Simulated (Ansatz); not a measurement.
Crystal: YMg6Co.

```
CELL_PARAMETERS angstrom
4.95795 0.00000 0.00000
0.00000 2.94336 5.99473
0.00000 -2.94336 5.99473
ATOMIC_POSITIONS crystal
Y 0.50000 0.18640 0.18640
Co 0.50000 0.64154 0.64154
Mg 0.00000 0.79560 0.79560
Mg 0.00000 0.34529 0.34529
Mg 0.00000 0.33704 0.82194
Mg 0.00000 0.82194 0.33704
Mg 0.50000 0.18905 0.68313
Mg 0.50000 0.68313 0.18905
```

The cell comes from a database or a generator and needn't be the stable form of this composition.

| Item | Value |
| --- | --- |
| Program | Ansatz 0.2.0 |
| Task | single point |
| Functional | PBE |
| Potentials or basis | Ansatz PAW |
| Cutoff | 420 eV (not typed: the program's choice for these potentials) |
| k mesh | 6 × 5 × 5 |
| Occupations | fermi-dirac, width 0.05 eV |
| Spin | collinear spin, ferromagnetic start |
| Starting moments | [0.0, 2.0, 0.0, 0.0, 0.0, 0.0, 0.0, 0.0] μB |

On this cell: pressure 0.2 GPa; largest force 0.036 eV/Å; net moment 0.77 μB per cell; site moments Y -0.06; Co +1.05; Mg -0.02, +0.01, -0.01 μB; band gap on the k mesh none (metal or under the smearing width).

The same run follows on a disturbed copy (atoms moved at random, drawn with an rms of 0.05 Å):

```
Y Co Mg
1.0
     4.95795    0.00000    0.00000
     0.00000    2.94336    5.99473
     0.00000   -2.94336    5.99473
Y Co Mg
1 1 6
Cartesian
  2.4798 -0.0374 2.2145
  2.5219 0.0182 7.7169
  -0.0357 0.0218 9.5281
  -0.0316 -0.0023 4.1721
  0.0153 -1.4168 6.9028
  0.0155 1.4193 6.9572
  2.4743 -1.4490 5.2816
  2.4560 1.4600 5.2079
```

What changes?

The energy (extrapolated to zero smearing) moves by +2.9 meV/atom; pressure 0.2 GPa; largest force 0.264 eV/Å; net moment 0.76 μB per cell; site moments Y -0.06; Co +1.03; Mg -0.02, +0.01, -0.01 μB; band gap on the k mesh none (metal or under the smearing width).

Forces on the atoms (eV/Å):
```
Y    0.008  0.050  0.227
Co  -0.052 -0.027 -0.096
Mg   0.018 -0.090  0.016
Mg   0.105  0.074 -0.141
Mg  -0.055 -0.124  0.226
Mg  -0.080  0.055 -0.071
Mg   0.005  0.027 -0.166
Mg   0.052  0.034  0.005
```

Stress tensor (GPa, compression positive):
```
-0.02  0.05 -0.02
 0.05  0.50  0.08
-0.02  0.08  0.27
```
